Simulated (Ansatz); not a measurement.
# TiAl15N16: the cost of one run

Program: Ansatz 0.2.0. Level of theory: DFT, PBE, plane-wave PAW, default files, scalar-relativistic, as far as a step names no other. These are calculated values, not measurements.

The COD entry's cell or inner coordinates are ideal or old and differ from later refinements, so a difference from it is no clean test against experiment.

## 1. Starting point

Symmetry: P3m1, No. 156, trigonal system. The conventional cell has a = 6.226 Å, b = 6.226 Å, c = 9.962 Å, α = 90.00°, β = 90.00°, γ = 120.00°. Ti (site symmetry 3m) is surrounded by 4 N at 1.89 Å. Al (site symmetry 3m) is surrounded by 4 N at 1.89 Å. Al (site symmetry m) is surrounded by 4 N at 1.89 Å. Only part of the 16 independent sites is listed.

As a file:

```
CELL_PARAMETERS angstrom
6.22600 0.00000 0.00000
-3.11300 5.39187 0.00000
0.00000 0.00000 9.96200
ATOMIC_POSITIONS crystal
Ti 0.16667 0.33333 0.00000
Al 0.16667 0.33333 0.50000
Al 0.16667 0.83333 0.00000
Al 0.16667 0.83333 0.50000
Al 0.66667 0.33333 0.00000
Al 0.66667 0.33333 0.50000
Al 0.66667 0.83333 0.00000
Al 0.66667 0.83333 0.50000
Al 0.33333 0.16667 0.25000
Al 0.33333 0.16667 0.75000
Al 0.33333 0.66667 0.25000
Al 0.33333 0.66667 0.75000
Al 0.83333 0.16667 0.25000
Al 0.83333 0.16667 0.75000
Al 0.83333 0.66667 0.25000
Al 0.83333 0.66667 0.75000
N 0.16667 0.33333 0.19000
N 0.16667 0.33333 0.69000
N 0.16667 0.83333 0.19000
N 0.16667 0.83333 0.69000
N 0.66667 0.33333 0.19000
N 0.66667 0.33333 0.69000
N 0.66667 0.83333 0.19000
N 0.66667 0.83333 0.69000
N 0.33333 0.16667 0.44000
N 0.33333 0.16667 0.94000
N 0.33333 0.66667 0.44000
N 0.33333 0.66667 0.94000
N 0.83333 0.16667 0.44000
N 0.83333 0.16667 0.94000
N 0.83333 0.66667 0.44000
N 0.83333 0.66667 0.94000
```

Atom 1 of the input is the impurity.

## 2. First run, atoms as given

input.yaml

```yaml
crystal:
  lattice:
    - [6.226, 0.0, 0.0]
    - [-3.113, 5.391874164, 0.0]
    - [0.0, 0.0, 9.962]
  atoms:
    - { symbol: Ti, position: [0.1666666666, 0.3333333334, 0.0] }
    - { symbol: Al, position: [0.1666666666, 0.3333333334, 0.5] }
    - { symbol: Al, position: [0.1666666666, 0.8333333334, 0.0] }
    - { symbol: Al, position: [0.1666666666, 0.8333333334, 0.5] }
    - { symbol: Al, position: [0.6666666666, 0.3333333334, 0.0] }
    - { symbol: Al, position: [0.6666666666, 0.3333333334, 0.5] }
    - { symbol: Al, position: [0.6666666666, 0.8333333334, 0.0] }
    - { symbol: Al, position: [0.6666666666, 0.8333333334, 0.5] }
    - { symbol: Al, position: [0.3333333334, 0.1666666666, 0.25] }
    - { symbol: Al, position: [0.3333333334, 0.1666666666, 0.75] }
    - { symbol: Al, position: [0.3333333334, 0.6666666666, 0.25] }
    - { symbol: Al, position: [0.3333333334, 0.6666666666, 0.75] }
    - { symbol: Al, position: [0.8333333334, 0.1666666666, 0.25] }
    - { symbol: Al, position: [0.8333333334, 0.1666666666, 0.75] }
    - { symbol: Al, position: [0.8333333334, 0.6666666666, 0.25] }
    - { symbol: Al, position: [0.8333333334, 0.6666666666, 0.75] }
    - { symbol: "N", position: [0.1666666666, 0.3333333334, 0.19] }
    - { symbol: "N", position: [0.1666666666, 0.3333333334, 0.69] }
    - { symbol: "N", position: [0.1666666666, 0.8333333334, 0.19] }
    - { symbol: "N", position: [0.1666666666, 0.8333333334, 0.69] }
    - { symbol: "N", position: [0.6666666666, 0.3333333334, 0.19] }
    - { symbol: "N", position: [0.6666666666, 0.3333333334, 0.69] }
    - { symbol: "N", position: [0.6666666666, 0.8333333334, 0.19] }
    - { symbol: "N", position: [0.6666666666, 0.8333333334, 0.69] }
    - { symbol: "N", position: [0.3333333334, 0.1666666666, 0.44] }
    - { symbol: "N", position: [0.3333333334, 0.1666666666, 0.94] }
    - { symbol: "N", position: [0.3333333334, 0.6666666666, 0.44] }
    - { symbol: "N", position: [0.3333333334, 0.6666666666, 0.94] }
    - { symbol: "N", position: [0.8333333334, 0.1666666666, 0.44] }
    - { symbol: "N", position: [0.8333333334, 0.1666666666, 0.94] }
    - { symbol: "N", position: [0.8333333334, 0.6666666666, 0.44] }
    - { symbol: "N", position: [0.8333333334, 0.6666666666, 0.94] }
total_charge: 1
kpoints:
  mp_grid: { grid: [4, 4, 2] }
scf:
  occupations: { method: fermi_dirac, width: 0.01 }
hamiltonian:
  xc: pbe
  pseudopotentials: { kind: paw }
output:
  forces: true
  stress: true
  populations: true
  efg:
    quadrupole_moments_barn: { Ti: 0.247, Al: 0.1466, "N": 0.02044 }
    contact_densities: true
  write_density: true
  write_potential: true
  elf: true
  volumetric_format: npy
```

Launch:

```console
$ ansatz run input.yaml --threads 1 --pin off --max-ram 3072MiB --backend cpu --events-out ev --progress --plain --runs-dir out
```

What time and memory should one allow on 1 thread of Intel Xeon Platinum 8488C (Sapphire Rapids), shared host?

About 27 s, with a peak of 0.73 GiB.
